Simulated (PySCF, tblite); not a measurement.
# C8H10− (doublet): geometry, infrared bands and EPR parameters

Aim: predict the infrared bands and EPR parameters of C8H10− (doublet) (`C=C(C)C1=C[C@@H]1[CH][CH2-]`).

Computed with tblite 0.8.0 and PySCF 2.14.0, with density-fitted response routines of our own, on a single molecule in the gas phase. Atoms are numbered from 0 throughout.

### Step 1. The molecule as given

18 atoms, charge -1, multiplicity 2; geometry from: force field or distance geometry start.

Bonds of the start (Å): C0–C1 1.32, C1–C2 1.51, C1–C3 1.46, C3–C4 1.35, C4–C5 1.48, C5–C6 1.50, C6–C7 1.52, C5–C3 1.48, C0–H8 1.09, C0–H9 1.07, C2–H10 1.10, C2–H11 1.12, C2–H12 1.10, C4–H13 1.09, C5–H14 1.11, C6–H15 1.11, C7–H16 1.11, C7–H17 1.10.

### Step 2. Relaxing the molecule with GFN2-xTB

The job: settings as JSON, then the geometry in Å.

```
{"job": {"kind": "relax", "xc": "GFN2-xTB", "basis": "xTB"}, "charge": -1, "multiplicity": 2}
C      1.936700     1.501100    -0.680600
C      1.614800     0.248300    -0.404600
C      2.754400    -0.743900    -0.493200
C      0.265600    -0.158800    -0.013400
C     -0.472100    -1.226300     0.355300
C     -1.166200     0.081200     0.289500
C     -2.179400     0.184300    -0.815500
C     -3.500200     0.441200    -0.113300
H      1.188300     2.290400    -0.634600
H      2.931100     1.772800    -0.959600
H      3.638900    -0.359600     0.034100
H      2.420700    -1.698700    -0.001900
H      2.923600    -0.899800    -1.573200
H     -0.582100    -2.288000     0.551100
H     -1.401800     0.628600     1.221000
H     -2.287800    -0.800300    -1.315900
H     -4.207900    -0.392100    -0.312600
H     -3.885300     1.426000    -0.408900
```

The run is started by

```
OMP_NUM_THREADS=1 python probes_run.py task.json out
```

One launch serves the whole session: the jobs run in the order shown.

**Question.** This job is followed by: GFN2-xTB harmonic vibrations, gas phase; UKS B3LYP, pcH-1 on C H, non-relativistic, mean-field spin-orbit, GIAO. What will the session give for the following? strongest single infrared mode (GFN2-xTB); zero-point energy (GFN2-xTB); g(iso) (B3LYP); ⟨S²⟩; largest a(iso) (averaged by class).

**Answer**, as computed:

| quantity | value |
| --- | --- |
| strongest single infrared mode (GFN2-xTB) | 1625 cm⁻¹, 434 km/mol |
| zero-point energy (GFN2-xTB) | 89.5 kcal/mol |
| g(iso) (B3LYP) | 2.00261 |
| ⟨S²⟩ | 0.763 (exact 0.75) |
| largest a(iso) (averaged by class) | 13C on C4, 147.1 MHz |

What this shows: The optimisation took 97 steps and gained 2.627 eV; among the close pairs (by a distance rule), C6–C7 changed most, from 1.518 to 1.339 Å. No mode is imaginary among the 48: a minimum at this level. The strongest single mode, at 1625 cm⁻¹, moves mainly C6 and C7. GFN2-xTB is a fitted tight-binding method: band positions and strengths are rough. Its intensities can rank the bands wrongly. The largest spin populations lie on C0 (0.51 e), C4 (0.36 e). The isotropic g lies 0.3 ppt above the free-electron value. The records flag this anion as possibly unbound in the gas phase, so the basis may hold the extra electron. These values are for one conformer; the search (at its own cheap level) found 1 more, at 0.09 kcal/mol, and measured spectra average over such forms.
